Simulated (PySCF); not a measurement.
# Ta⁴⁵⁺, Ta⁴⁶⁺: ionisation energy in even-tempered 18s13p8d4f3g, part 2 of 2

Aim: the ionisation energy of tantalum from differences of total energies, at each level of theory, and how far each lands from the tabulated value where there is one.

PySCF 2.14.0; even-tempered 18s13p8d4f3g, scalar relativity by spin-free X2C-1e. The scripts are equivalent inputs of a driver's runs.

### 3 Ta⁴⁶⁺

Level: UHF.

Input file input.py:

```python
from pyscf import gto, scf, dft, mp, cc
mol = gto.M(atom="Ta 0 0 0", charge=46, spin=1, symmetry="D2h",
            basis=gto.etbs([(0, 18, 9.6, 2.5), (1, 13, 12, 2.5), (2, 8, 12, 2.5), (3, 4, 54, 2.7), (4, 3, 81, 2.7)]),
            nucmod="G")
mf = scf.UHF(mol).sfx2c1e()
mf.irrep_nelec = {'Ag': (5, 4), 'B1g': (1, 1), 'B2g': (1, 1), 'B3g': (1, 1), 'B1u': (2, 2), 'B2u': (2, 2), 'B3u': (2, 2)}
mf.kernel()
```

Log:

```text
damping factor = 0
level_shift factor = 0
DIIS = <class 'pyscf.scf.diis.CDIIS'>
diis_start_cycle = 1
diis_space = 10
diis_damp = 0
SCF conv_tol = 1e-09
SCF conv_tol_grad = None
number electrons alpha = 14  beta = 13
cycle= 1 E= -14060.2095793786  delta_E= -0.00747  |g|= 0.0379  |ddm|= 0.00806
cycle= 2 E= -14060.2095870122  delta_E= -7.63e-06  |g|= 0.00144  |ddm|= 0.000314
cycle= 3 E= -14060.209587025  delta_E= -1.28e-08  |g|= 2.07e-05  |ddm|= 1.64e-05
cycle= 4 E= -14060.209587025  delta_E= 3.64e-11  |g|= 1.64e-06  |ddm|= 4.43e-07
converged SCF energy = -14060.209587025  <S^2> = 0.75005946  2S+1 = 2.0000595
```

CPU time 12 s on a shared host, the integrals not counted.

The occupied shells:

| shell | electrons | mean orbital energy (eV) | spread (eV) | rms radius (bohr) |
| --- | --- | --- | --- | --- |
| 1s α | 1 | -70209.6 | 0 | 0.0211 |
| 1s β | 1 | -70209.4 | 0 | 0.0211 |
| 2s α | 1 | -14167.5 | 0 | 0.0851 |
| 2s β | 1 | -14159.0 | 0 | 0.0851 |
| 2p α | 3 | -12744.9 | 8.639 | 0.0772 |
| 2p β | 3 | -12736.3 | 1.856 | 0.0772 |
| 3s α | 1 | -4987.5 | 0 | 0.213 |
| 3s β | 1 | -4977.0 | 0 | 0.213 |
| 3p α | 3 | -4553.0 | 10.521 | 0.213 |
| 3p β | 3 | -4540.2 | 4.693 | 0.213 |
| 3d α | 5 | -4056.5 | 14.745 | 0.192 |
| 3d β | 4 | -4048.2 | 11.135 | 0.192 |

⟨S²⟩ = 0.750, ⟨L²⟩ = 6.00.

Spin-orbit constants on these orbitals (cm⁻¹; bare nucleus, screened nucleus, mean field): 3d 236900, 204400, 200700. To first order in LS coupling the lowest level has J = 5/2 and lies 24.9 eV below the centre of the term.

Spin-orbit coupling, absent here, splits the open shell strongly.

Level: LDA.

input.py differs from the last one in:

```diff
@@ -4,3 +4,3 @@
             nucmod="G")
-mf = scf.UHF(mol).sfx2c1e()
+mf = dft.UKS(mol, xc="LDA,VWN").sfx2c1e()
 mf.irrep_nelec = {'Ag': (5, 4), 'B1g': (1, 1), 'B2g': (1, 1), 'B3g': (1, 1), 'B1u': (2, 2), 'B2u': (2, 2), 'B3u': (2, 2)}
```

Log:

```text
damping factor = 0
level_shift factor = 0
DIIS = <class 'pyscf.scf.diis.CDIIS'>
diis_start_cycle = 1
diis_space = 10
diis_damp = 0
SCF conv_tol = 1e-09
SCF conv_tol_grad = None
number electrons alpha = 14  beta = 13
XC functionals = LDA,VWN
    P. A. M. Dirac.,  Math. Proc. Cambridge Philos. Soc. 26, 376 (1930)
    F. Bloch.,  Z. Phys. 57, 545 (1929)
    S. H. Vosko, L. Wilk, and M. Nusair.,  Can. J. Phys. 58, 1200 (1980)
cycle= 1 E= -14051.0916190169  delta_E= -0.0286  |g|= 0.0882  |ddm|= 0.0439
cycle= 2 E= -14051.0916376975  delta_E= -1.87e-05  |g|= 0.00971  |ddm|= 0.000959
cycle= 3 E= -14051.0916381824  delta_E= -4.85e-07  |g|= 0.000878  |ddm|= 0.000156
cycle= 4 E= -14051.0916381871  delta_E= -4.7e-09  |g|= 6.49e-06  |ddm|= 1.41e-05
cycle= 5 E= -14051.0916381871  delta_E= 5.46e-12  |g|= 5.13e-08  |ddm|= 1.13e-07
converged SCF energy = -14051.0916381871  <S^2> = 0.75000765  2S+1 = 2.0000076
```

It used 0.82 s of CPU time after the integrals (shared host).

Level: PBE.

input.py differs from the last one in:

```diff
@@ -4,3 +4,3 @@
             nucmod="G")
-mf = dft.UKS(mol, xc="LDA,VWN").sfx2c1e()
+mf = dft.UKS(mol, xc="PBE").sfx2c1e()
 mf.irrep_nelec = {'Ag': (5, 4), 'B1g': (1, 1), 'B2g': (1, 1), 'B3g': (1, 1), 'B1u': (2, 2), 'B2u': (2, 2), 'B3u': (2, 2)}
```

Log:

```text
damping factor = 0
level_shift factor = 0
DIIS = <class 'pyscf.scf.diis.CDIIS'>
diis_start_cycle = 1
diis_space = 10
diis_damp = 0
SCF conv_tol = 1e-09
SCF conv_tol_grad = None
number electrons alpha = 14  beta = 13
XC functionals = PBE
    J. P. Perdew, K. Burke, and M. Ernzerhof.,  Phys. Rev. Lett. 77, 3865 (1996)
    J. P. Perdew, K. Burke, and M. Ernzerhof.,  Phys. Rev. Lett. 78, 1396 (1997)
    J. P. Perdew, K. Burke, and M. Ernzerhof.,  Phys. Rev. Lett. 77, 3865 (1996)
    J. P. Perdew, K. Burke, and M. Ernzerhof.,  Phys. Rev. Lett. 78, 1396 (1997)
cycle= 1 E= -14061.7304069176  delta_E= -0.0214  |g|= 0.0376  |ddm|= 0.0348
cycle= 2 E= -14061.7304121993  delta_E= -5.28e-06  |g|= 0.00205  |ddm|= 0.000438
cycle= 3 E= -14061.7304122243  delta_E= -2.5e-08  |g|= 0.000266  |ddm|= 3.44e-05
cycle= 4 E= -14061.7304122247  delta_E= -4e-10  |g|= 5.56e-06  |ddm|= 4.26e-06
converged SCF energy = -14061.7304122247  <S^2> = 0.75001238  2S+1 = 2.0000124
```

It used 1 s of CPU time after the integrals (shared host).

Level: PBE0.

input.py differs from the last one in:

```diff
@@ -4,3 +4,3 @@
             nucmod="G")
-mf = dft.UKS(mol, xc="PBE").sfx2c1e()
+mf = dft.UKS(mol, xc="PBE0").sfx2c1e()
 mf.irrep_nelec = {'Ag': (5, 4), 'B1g': (1, 1), 'B2g': (1, 1), 'B3g': (1, 1), 'B1u': (2, 2), 'B2u': (2, 2), 'B3u': (2, 2)}
```

Log:

```text
damping factor = 0
level_shift factor = 0
DIIS = <class 'pyscf.scf.diis.CDIIS'>
diis_start_cycle = 1
diis_space = 10
diis_damp = 0
SCF conv_tol = 1e-09
SCF conv_tol_grad = None
number electrons alpha = 14  beta = 13
XC functionals = PBE0
    C. Adamo and V. Barone.,  J. Chem. Phys. 110, 6158 (1999)
    M. Ernzerhof and G. E. Scuseria.,  J. Chem. Phys. 110, 5029 (1999)
cycle= 1 E= -14061.7336964757  delta_E= -0.0138  |g|= 0.0324  |ddm|= 0.0256
cycle= 2 E= -14061.7336998795  delta_E= -3.4e-06  |g|= 0.00116  |ddm|= 0.000248
cycle= 3 E= -14061.7336998863  delta_E= -6.71e-09  |g|= 0.000125  |ddm|= 1.78e-05
cycle= 4 E= -14061.7336998863  delta_E= -8.91e-11  |g|= 8.92e-06  |ddm|= 2.06e-06
converged SCF energy = -14061.7336998863  <S^2> = 0.75002022  2S+1 = 2.0000202
```

CPU time 3.1 s on a shared host, the integrals not counted.

Level: r2SCAN.

input.py differs from the last one in:

```diff
@@ -4,3 +4,3 @@
             nucmod="G")
-mf = dft.UKS(mol, xc="PBE0").sfx2c1e()
+mf = dft.UKS(mol, xc="R2SCAN").sfx2c1e()
 mf.irrep_nelec = {'Ag': (5, 4), 'B1g': (1, 1), 'B2g': (1, 1), 'B3g': (1, 1), 'B1u': (2, 2), 'B2u': (2, 2), 'B3u': (2, 2)}
```

Log:

```text
damping factor = 0
level_shift factor = 0
DIIS = <class 'pyscf.scf.diis.CDIIS'>
diis_start_cycle = 1
diis_space = 10
diis_damp = 0
SCF conv_tol = 1e-09
SCF conv_tol_grad = None
number electrons alpha = 14  beta = 13
XC functionals = R2SCAN
    J. W. Furness, A. D. Kaplan, J. Ning, J. P. Perdew, and J. Sun.,  J. Phys. Chem. Lett. 11, 8208-8215 (2020)
    J. W. Furness, A. D. Kaplan, J. Ning, J. P. Perdew, and J. Sun.,  J. Phys. Chem. Lett. 11, 9248-9248 (2020)
    J. W. Furness, A. D. Kaplan, J. Ning, J. P. Perdew, and J. Sun.,  J. Phys. Chem. Lett. 11, 8208-8215 (2020)
    J. W. Furness, A. D. Kaplan, J. Ning, J. P. Perdew, and J. Sun.,  J. Phys. Chem. Lett. 11, 9248-9248 (2020)
cycle= 1 E= -14062.294225672  delta_E= -0.0134  |g|= 0.0354  |ddm|= 0.0207
cycle= 2 E= -14062.2942294131  delta_E= -3.74e-06  |g|= 0.00135  |ddm|= 0.000234
cycle= 3 E= -14062.2942294225  delta_E= -9.36e-09  |g|= 0.000159  |ddm|= 2.11e-05
cycle= 4 E= -14062.2942294226  delta_E= -1.24e-10  |g|= 1.13e-05  |ddm|= 2.66e-06
converged SCF energy = -14062.2942294226  <S^2> = 0.75002837  2S+1 = 2.0000284
```

CPU time 2.2 s on a shared host, the integrals not counted.

Level: TPSSh.

input.py differs from the last one in:

```diff
@@ -4,3 +4,3 @@
             nucmod="G")
-mf = dft.UKS(mol, xc="R2SCAN").sfx2c1e()
+mf = dft.UKS(mol, xc="TPSSH").sfx2c1e()
 mf.irrep_nelec = {'Ag': (5, 4), 'B1g': (1, 1), 'B2g': (1, 1), 'B3g': (1, 1), 'B1u': (2, 2), 'B2u': (2, 2), 'B3u': (2, 2)}
```

Log:

```text
damping factor = 0
level_shift factor = 0
DIIS = <class 'pyscf.scf.diis.CDIIS'>
diis_start_cycle = 1
diis_space = 10
diis_damp = 0
SCF conv_tol = 1e-09
SCF conv_tol_grad = None
number electrons alpha = 14  beta = 13
XC functionals = TPSSH
    V. N. Staroverov, G. E. Scuseria, J. Tao, and J. P. Perdew.,  J. Chem. Phys. 119, 12129 (2003)
cycle= 1 E= -14061.8901919148  delta_E= -0.0119  |g|= 0.042  |ddm|= 0.0254
cycle= 2 E= -14061.8901997975  delta_E= -7.88e-06  |g|= 0.00468  |ddm|= 0.000508
cycle= 3 E= -14061.8901999379  delta_E= -1.4e-07  |g|= 0.000505  |ddm|= 8.41e-05
cycle= 4 E= -14061.8901999394  delta_E= -1.42e-09  |g|= 2.37e-06  |ddm|= 7.52e-06
cycle= 5 E= -14061.8901999393  delta_E= 1.09e-11  |g|= 5.8e-08  |ddm|= 2.06e-08
converged SCF energy = -14061.8901999393  <S^2> = 0.75001839  2S+1 = 2.0000184
```

CPU time 5 s on a shared host, the integrals not counted.

Level: M06.

input.py differs from the last one in:

```diff
@@ -4,3 +4,3 @@
             nucmod="G")
-mf = dft.UKS(mol, xc="TPSSH").sfx2c1e()
+mf = dft.UKS(mol, xc="M06").sfx2c1e()
 mf.irrep_nelec = {'Ag': (5, 4), 'B1g': (1, 1), 'B2g': (1, 1), 'B3g': (1, 1), 'B1u': (2, 2), 'B2u': (2, 2), 'B3u': (2, 2)}
```

Log:

```text
damping factor = 0
level_shift factor = 0
DIIS = <class 'pyscf.scf.diis.CDIIS'>
diis_start_cycle = 1
diis_space = 10
diis_damp = 0
SCF conv_tol = 1e-09
SCF conv_tol_grad = None
number electrons alpha = 14  beta = 13
XC functionals = M06
    Y. Zhao and D. G. Truhlar.,  Theor. Chem. Acc. 120, 215 (2008)
    Y. Zhao and D. G. Truhlar.,  Theor. Chem. Acc. 120, 215 (2008)
cycle= 1 E= -14062.5784252766  delta_E= -0.00944  |g|= 0.19  |ddm|= 0.0143
cycle= 2 E= -14062.5784288621  delta_E= -3.59e-06  |g|= 0.00325  |ddm|= 0.000246
cycle= 3 E= -14062.5784288838  delta_E= -2.17e-08  |g|= 0.00031  |ddm|= 3.47e-05
cycle= 4 E= -14062.5784288843  delta_E= -5.37e-10  |g|= 2.7e-05  |ddm|= 5.1e-06
converged SCF energy = -14062.5784288843  <S^2> = 0.75001894  2S+1 = 2.0000189
```

It used 4.1 s of CPU time after the integrals (shared host).

Level: MP2 (outer shells).

input.py differs from the last one in:

```diff
@@ -4,4 +4,5 @@
             nucmod="G")
-mf = dft.UKS(mol, xc="M06").sfx2c1e()
+mf = scf.UHF(mol).sfx2c1e()
 mf.irrep_nelec = {'Ag': (5, 4), 'B1g': (1, 1), 'B2g': (1, 1), 'B3g': (1, 1), 'B1u': (2, 2), 'B2u': (2, 2), 'B3u': (2, 2)}
 mf.kernel()
+mp.UMP2(mf, frozen=5).kernel()
```

This step left no log, only its results.

It used 2 s of CPU time after the integrals (shared host).

With 17 electrons correlated, the MP2 correlation energy is -0.72187 hartree (-0.23810 same spin, -0.48377 opposite spin); the SCS form gives -0.65990. Largest pairs of shells: 3d-3d -0.3288, 3p-3d -0.2355, 3p-3p -0.0664, 3s-3d -0.0520, 3s-3p -0.0340.

Radial density 4πr²ρ of Ta⁴⁶⁺ at UHF, without picture-change correction:

| r (bohr) | density | spin density |
| --- | --- | --- |
| 0.000288 | 2.05 | 0.000 |
| 0.000485 | 4.30 | 0.000 |
| 0.000816 | 8.81 | 0.000 |
| 0.00137 | 17.5 | 0.000 |
| 0.00231 | 33.1 | 0.000 |
| 0.00388 | 57.5 | 0.000 |
| 0.00653 | 86.1 | -0.001 |
| 0.0110 | 102 | 0.000 |
| 0.0185 | 91.6 | 0.007 |
| 0.0311 | 92.3 | 0.087 |
| 0.0523 | 129 | 0.718 |
| 0.0879 | 101 | 3.289 |
| 0.148 | 102 | 6.090 |
| 0.249 | 55.4 | 2.596 |
| 0.418 | 2.08 | 0.096 |
| 0.704 | 0.00322 | 0.000 |

### 4 Orbital energies side by side

Highest occupied Hartree-Fock shell of each state: Ta⁴⁵⁺ 3d at -3926.4 eV; Ta⁴⁶⁺ 3d β at -4048.2 eV.

### 5 The energy differences

Ionisation energy: Ta⁴⁵⁺ [Ar] 3d10 (1S) → Ta⁴⁶⁺ [Ar] 3d9 (2D).

| method | value (eV) | less the reference (eV) | CPU time, both states (s) |
| --- | --- | --- | --- |
| UHF | 3922.2 | -1.4 | 23 |
| LDA | 3919.6 | -3.9 | 1.7 |
| PBE | 3918.9 | -4.7 | 2.1 |
| PBE0 | 3920.3 | -3.3 | 6 |
| r2SCAN | 3920.8 | -2.7 | 4.4 |
| TPSSh | 3918.5 | -5.1 | 9.2 |
| M06 | 3921.9 | -1.7 | 9.1 |
| MP2 (outer shells) | 3923.9 | +0.3 | 27 |
| SCS-MP2 (outer shells) | 3923.6 | +0.0 | 27 |

Reference: 3898.7 ± 2.5 eV (measured; NIST Atomic Spectra Database, ionization energies). A first-order spin-orbit estimate (lowest level to lowest level, LS coupling) adds -24.880 eV; the last energy column includes it. For this ion Breit and QED terms and the two-electron picture change, all absent here, are large against electron correlation.

Times are CPU seconds on a shared host without the integrals; correlated rows include their Hartree-Fock run, whose time holds the symmetry-adapted start and any spin-orbit constants, while functionals begin from orbitals already made.

### 6 What came out

The summary covers parts 1 to 2.

| quantity | value |
| --- | --- |
| ionisation energy, Ta⁴⁵⁺ | UHF 3922.2, MP2 (outer shells) 3923.9 eV; reference 3898.7 ± 2.5 |

In words: The methods span 5.360 eV, from TPSSh (3918.5) to MP2 (outer shells) (3923.9). The reference is uncertain or not like for like (spin-orbit coupling or other relativistic terms), so no ranking of close methods is drawn. All values hold for this basis alone; no basis-set limit was taken.
